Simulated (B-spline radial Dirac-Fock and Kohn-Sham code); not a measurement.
# Cr¹⁸⁺: core levels and X-ray properties

Aim: for chromium as Cr¹⁸⁺, compute its X-ray form factor and Compton profile, the binding energy of each subshell, how cheaper methods do for the levels, its photoionisation cross sections and the widths and yields of its core holes.

The numbers are computed with B-spline radial Dirac-Fock and Kohn-Sham code (version 2): a free atom or ion on a radial basis; each step names its model.

## (1) What is computed

Chromium as Cr¹⁸⁺, [He] 2s2 2p2.

```yaml
nuclear_charge: 24
electrons: 6
mass_number: 52
nuclear_rms_radius: 3.6452 fm
```

Outer shells as boxes (Hund's rule, for the drawing alone; heavy ions are jj-coupled, and the calculation averages over the configuration):

```
[He] core
2s [↑↓]
2p [↑ ][↑ ][  ]
```

## (2) Scattering by the electron cloud

Model: Dirac-Fock average of configuration, finite nucleus; form factor of the spherical density, Waller-Hartree incoherent function, impulse-approximation Compton profiles.

Settings, as recorded:

```ini
task = scatter
Z = 24
charge = 18
configuration = 1s2 2s2 2p2
mass_number = 52
rms_radius = 3.6452  # fm
s = [0.0, 0.07, 0.08, 0.1, 0.13, 0.16, 0.19, 0.24, 0.29, 0.36, 0.44, 0.54, 0.67, 0.82, 1.01, 1.25, 1.54, 1.89, 2.33, 2.87, 3.53, 4.34, 5.34]  # 1/A
pz = [0, 0.1, 0.2, 0.3, 0.4, 0.5, 0.6, 0.8, 1.0, 1.2, 1.4, 1.6, 1.8, 2.0, 2.5, 3.0, 4.0, 5.0, 7.0, 10.0, 15.0, 20.0, 30.0, 40.0, 60.0, 100.0]  # a.u.
photon_energy = [5000, 20000, 30000, 50000, 100000, 200000, 500000, 1000000]  # eV
```

Main fields of the result record, rounded:

```text
{
  "status": "converged",
  "form_factor [e]": [6.0, 5.9886, 5.9851, 5.9768, 5.9608, 5.9408, 5.9168, 5.868, 5.8088, 5.7092, 5.5734, 5.3751, 5.079, 4.7011, 4.1985, 3.5797, 2.9245, 2.3201, 1.8303, 1.5026, 1.2858, 1.0946, 0.87911],
  "incoherent": [-2.4528e-12, 0.016855, 0.021999, 0.034317, 0.057813, 0.087226, 0.12241, 0.19342, 0.27905, 0.42135, 0.61187, 0.88328, 1.2728, 1.743, 2.3211, 2.9598, 3.5515, 4.0319, 4.4064, 4.7094, 4.9988, 5.2937, 5.5667],
  "compton_total [1/a.u.]": [0.45076, 0.4506, 0.45011, 0.4493, 0.44817, 0.44672, 0.44496, 0.44053, 0.43492, 0.42822, 0.42049, 0.41184, 0.40235, 0.39213, 0.36413, 0.33393, 0.2729, 0.21805, 0.13905, 0.079144, 0.03768, 0.018849, 0.005054, 0.0015637, 0.0002316, 1.668e-05],
  "shells": ["1s1/2", "2s1/2", "2p1/2", "2p3/2"],
  "occupation": [2.0, 2.0, 0.66667, 1.3333],
  "mean_momentum [a.u.]": [20.394, 7.2857, 9.7744, 9.6802],
  "r2 [bohr^2]": 0.31616,
  "r_inverse [1/bohr]": 69.724,
  "r1 [bohr]": 1.1378,
  "coherent [b]": [22.516, 11.66, 7.3194, 3.7764, 1.3395, 0.39506, 0.068913, 0.017512],
  "incoherent_cross_section [b]": [0.17247, 1.4275, 1.916, 2.3249, 2.5291, 2.2995, 1.7088, 1.2604],
  "radial_jk": {
    "2p": {"j0": [1.0, 0.99761, 0.99687, 0.99512, 0.99177, 0.98756, 0.98251, 0.97226, 0.9598, 0.93882, 0.9102, 0.86829, 0.80554, 0.72506, 0.61728, 0.48317, 0.33906, 0.20384, 0.093726, 0.02538, -0.0045976, -0.011038, -0.0083095], "j2": [0.0, 0.0009573, 0.0012496, 0.0019497, 0.0032858, 0.00496, 0.0069651, 0.011018, 0.015918, 0.024091, 0.03509, 0.050863, 0.073685, 0.10141, 0.13538, 0.17128, 0.19887, 0.20795, 0.19131, 0.15153, 0.10256, 0.059404, 0.029714], "r2": 0.066401, "r4": 0.0084461, "r6": 0.0017552}
  }
}
```

Form factor and incoherent function, every second point:

| s (1/Å) | f (e) | f / N | S(s) |
| --- | --- | --- | --- |
| 0 | 6.000 | 1.000 | 0 |
| 0.0800 | 5.985 | 0.998 | 0.02200 |
| 0.130 | 5.961 | 0.993 | 0.05781 |
| 0.190 | 5.917 | 0.986 | 0.1224 |
| 0.290 | 5.809 | 0.968 | 0.2790 |
| 0.440 | 5.573 | 0.929 | 0.6119 |
| 0.670 | 5.079 | 0.847 | 1.273 |
| 1.01 | 4.198 | 0.700 | 2.321 |
| 1.54 | 2.925 | 0.487 | 3.551 |
| 2.33 | 1.830 | 0.305 | 4.406 |
| 3.53 | 1.286 | 0.214 | 4.999 |
| 5.34 | 0.8791 | 0.147 | 5.567 |

## (3) Hole states by ΔSCF

Model: Dirac-Fock average of configuration, Delta-SCF, finite nucleus, first-order Breit with its frequency dependence, self-energy and vacuum polarisation.

Settings, as recorded:

```ini
task = binding
```

Main fields of the result record, rounded:

```text
{
  "status": "converged",
  "shells": ["K", "L1", "L2,3"],
  "total_energy_parts [Ha]": [-794.36033, 0.266068308, -0.0140415471, -0.000258386345, 0.258319865, -0.0208701468],
  "koopmans [eV]": [6971.18, 1454.0, 1390.32],
  "dirac_coulomb [eV]": [6961.58, 1453.1, 1389.16],
  "gaunt [eV]": [-5.72705, -0.522639, -0.688407],
  "retardation [eV]": [0.17056, 0.0383115, 0.131911],
  "breit_frequency [eV]": [0.00295514, -0.0009699, 0.00407597],
  "self_energy [eV]": [-3.0041, -0.338666, 0.0245269],
  "vacuum_polarisation [eV]": [0.245227, 0.025817, -0.00244529],
  "binding [eV]": [6953.26, 1452.3, 1388.63],
  "mean_radius [bohr]": [0.0631255, 0.2715, 0.235022]
}
```

total_energy_parts: Dirac-Coulomb, Gaunt, retardation, frequency dependence, self-energy, vacuum polarisation. 

Each level as Koopmans' value plus corrections (eV):

| level | -ε | relaxation | Breit | QED | binding |
| --- | --- | --- | --- | --- | --- |
| 1s | 6971.2 | -9.61 | -5.55 | -2.76 | 6953.3 |
| 2s | 1454.0 | -0.89 | -0.49 | -0.31 | 1452.3 |
| 2p | 1390.3 | -1.16 | -0.55 | 0.02 | 1388.6 |

## (4) The levels by Dirac LDA

Model: Dirac-Kohn-Sham LDA (Slater exchange, VWN correlation), finite nucleus, spherical and without spin polarisation.

The run's settings:

```ini
task = binding-ladder
method = lda,vwn
relativity = dirac
```

Main fields of the result record, rounded:

```text
{
  "status": "converged",
  "shells": ["K", "L1", "L2,3"],
  "minus_eigenvalue [eV]": [6795.43, 1413.01, 1338.9],
  "delta_scf [eV]": [6967.91, 1454.56, 1387.39],
  "total_energy [Ha]": -792.158625,
  "dirac_fock_binding [eV]": [6953.26, 1452.3, 1388.63]
}
```

Beside the Dirac-Fock ΔSCF result with Breit and QED, in eV:

| level | -ε | miss | ΔSCF | miss | Dirac-Fock |
| --- | --- | --- | --- | --- | --- |
| K | 6795.4 | -157.8 | 6967.9 | +14.6 | 6953.3 |
| L1 | 1413.0 | -39.3 | 1454.6 | +2.3 | 1452.3 |
| L2,3 | 1338.9 | -49.7 | 1387.4 | -1.2 | 1388.6 |

## (5) Photoionisation

Model: independent-particle photoionisation: Dirac-Hartree-Slater potential of the initial state with a Latter tail for bound and continuum orbitals, all multipoles in the length form, thresholds from Dirac-Fock Delta-SCF.

Settings, as recorded:

```ini
task = photo
photon_energy = [40.81, 51.8, 80, 118.0, 150, 244.0, 965.0, 1253.6, 2970.0, 9120.0, 9251.7, 12100.0, 22162.9, 34800.0, 40000, 100000]  # eV
```

Main fields of the result record, rounded:

```text
{
  "status": "converged",
  "shells": ["K", "L1", "L2", "L3"],
  "occupation": [2.0, 2.0, 0.667, 1.33],
  "threshold [eV]": [6953.26, 1452.3, 1395.63, 1385.13],
  "sigma [Mb]": [
    ["K", "-", "-", "-", "-", "-", "-", "-", "-", "-", 0.014, 0.0135, 0.00647, 0.00116, 0.000307, 0.000202, 1.22e-05],
    ["L1", "-", "-", "-", "-", "-", "-", "-", "-", 0.017, 0.00116, 0.00112, 0.000557, 0.000107, 2.95e-05, 1.97e-05, 1.25e-06],
    ["L2", "-", "-", "-", "-", "-", "-", "-", "-", 0.00309, 7.4e-05, 7.05e-05, 2.77e-05, 3.06e-06, 5.79e-07, 3.43e-07, 1.11e-08],
    ["L3", "-", "-", "-", "-", "-", "-", "-", "-", 0.00593, 0.000138, 0.000132, 5.13e-05, 5.53e-06, 1.02e-06, 6.01e-07, 1.81e-08]
  ],
  "beta_dipole": [
    ["K", "-", "-", "-", "-", "-", "-", "-", "-", "-", 2.0, 2.0, 2.0, 2.0, 2.0, 2.0, 1.97],
    ["L1", "-", "-", "-", "-", "-", "-", "-", "-", 2.0, 2.0, 2.0, 2.0, 2.0, 2.0, 1.99, 1.97],
    ["L2", "-", "-", "-", "-", "-", "-", "-", "-", 1.26, 0.722, 0.716, 0.6, 0.372, 0.241, 0.2, -0.0466],
    ["L3", "-", "-", "-", "-", "-", "-", "-", "-", 1.27, 0.706, 0.699, 0.572, 0.308, 0.138, 0.0825, -0.304]
  ]
}
```

Rows start with the subshell; columns follow the photon energies; blanks lie below or just at threshold.

Totals and shares by shell:

| hν (eV) | total (kb) | K (%) | L (%) |
| --- | --- | --- | --- |
| 2970.0 | 26.0 | - | 100.0 |
| 9120.0 | 15.4 | 91.1 | 8.9 |
| 9251.7 | 14.8 | 91.1 | 8.9 |
| 12100 | 7.11 | 91.1 | 8.9 |
| 22163 | 1.28 | 91.0 | 9.0 |
| 34800 | 0.338 | 90.8 | 9.2 |
| 40000 | 0.223 | 90.7 | 9.3 |
| 100000 | 0.0134 | 90.5 | 9.5 |

## (6) Decay of the holes

Model: independent-particle rates: relativistic LDA orbitals of the hole state, multipoles to L = 3 (length form), Coulomb Auger matrix elements with a Latter-tail continuum; energies from Dirac-Fock.

Recorded inputs:

```ini
task = decay
holes = ["K", "L1"]
```

Main fields of the result record, rounded:

```text
{
  "status": "converged",
  "K": {
    "width_radiative": 0.10503,
    "width_radiative_velocity": 0.10885,
    "width_nonradiative": 0.16319,
    "coster_kronig": {},
    "radiative": [["L3", 5568.1, 0.069688], ["L2", 5557.6, 0.035339], ["L1", 5501.0, 7.6565e-08]],
    "auger": [["L1L1", 3959.1, 0.060385], ["L1L3", 4029.7, 0.043945], ["L1L2", 4019.0, 0.023695], ["L2L3", 4071.7, 0.021899], ["L3L3", 4082.4, 0.012345], ["L2L2", 4061.0, 0.00091954]]
  },
  "L1": {
    "width_radiative": 3.5301e-06,
    "width_radiative_velocity": 4.0415e-06,
    "width_nonradiative": 0,
    "coster_kronig": {},
    "radiative": [["L3", 67.179, 2.7236e-06], ["L2", 56.674, 8.0651e-07]],
    "auger": []
  }
}
```

All in eV. For each hole the six strongest lines (shell, energy, width) and Auger groups (final holes, energy, width) are shown.

How each hole decays (widths in eV):

| hole | radiative | Auger | Coster-Kronig | total | yield | lifetime (fs) |
| --- | --- | --- | --- | --- | --- | --- |
| K (1s) | 0.105 | 0.163 | 0 | 0.268 | 0.392 | 2.45 |
| L1 (2s) | 3.53e-06 | 0 | 0 | 3.53e-06 | 1.00 | 186000 |

## (7) The levels by non-relativistic HF

Model: non-relativistic Hartree-Fock, average of configuration, point nucleus.

Settings, as recorded:

```ini
task = binding-ladder
method = hf
relativity = nr
```

Main fields of the result record, rounded:

```text
{
  "status": "converged",
  "shells": ["1s", "2s", "2p"],
  "minus_eigenvalue [eV]": [6919.74, 1440.74, 1385.96],
  "delta_scf [eV]": [6910.36, 1439.87, 1384.82],
  "total_energy [Ha]": -788.589663
}
```

Against the Dirac-Fock value with Breit and QED (eV):

| level | -ε | miss | ΔSCF | miss | Dirac-Fock |
| --- | --- | --- | --- | --- | --- |
| 1s | 6919.7 | -33.5 | 6910.4 | -42.9 | 6953.3 |
| 2s | 1440.7 | -11.6 | 1439.9 | -12.4 | 1452.3 |
| 2p | 1386.0 | -2.7 | 1384.8 | -3.8 | 1388.6 |

Spin-orbit partners are averaged with weights 2j + 1.

## (8) Cost and miss by method

| method | level | eigenvalue miss (%) | ΔSCF miss (%) | time |
| --- | --- | --- | --- | --- |
| Dirac LDA | K | -2.27 | +0.21 | 0.56 s |
| non-relativistic HF | 1s | -0.48 | -0.62 | 0.07 s |
| Dirac-Fock + Breit + QED | all | - | reference | 1.3 s |

Times cover the ground state and all hole states of a step, on one thread of a shared host; states solved in an earlier step are reused, and a first call can include compiling.

## (9) What came out

| quantity | value |
| --- | --- |
| rms radius of the electron cloud | 0.230 bohr |
| form factor halves at | 1.5 1/Å |
| Compton profile at zero | 0.4508 1/a.u. |
| deepest level listed, K (1s) | 6953.3 eV |
| least bound, L2,3 (2p) | 1388.6 eV |
| ionisation energy, NIST (semi-empirical) | 1394.50 eV |
| Dirac LDA, K: eigenvalue / ΔSCF | 6795.4 / 6967.9 eV |
| total at 2970.0 eV | 26.0 kb |
| strongest subshell at 2970.0 eV | L1 (2s), 17.0 kb, β = 2.00 |
| K hole: width, yield | 0.268 eV, 0.392 |
| its lifetime | 2.45 fs |
| its strongest line | Kα1 (K-L3), 5568.1 eV |
| non-relativistic HF, 1s: eigenvalue / ΔSCF | 6919.7 / 6910.4 eV |

**Reading.** The form factor starts at the 6 electrons and halves by s = 1.5 1/Å. Incoherent scattering outweighs coherent from 100 keV on, among the energies asked. The K (1s) level lies 9.61 eV under Koopmans' value by relaxation alone; Breit gives -5.55 and QED -2.76 eV. NIST's ionisation energy differs by +5.87 eV from the least binding energy; the calculation averages open shells over their j components and terms. Dirac LDA misses the K level by -2.3 % with its eigenvalue and by +0.2 % with ΔSCF, so total-energy differences mend most of the error. At 2970.0 eV, L1 (2s) gives 65 % of the photoabsorption; at 100000 eV the K shell gives 91 %. With a yield of 0.39, electron emission is the main way out for the K hole, in 2.5 fs. Non-relativistic HF misses the 1s level by -0.5 % with its eigenvalue and by -0.6 % with ΔSCF. The Hartree-Fock and Dirac-Fock values hold no electron correlation.
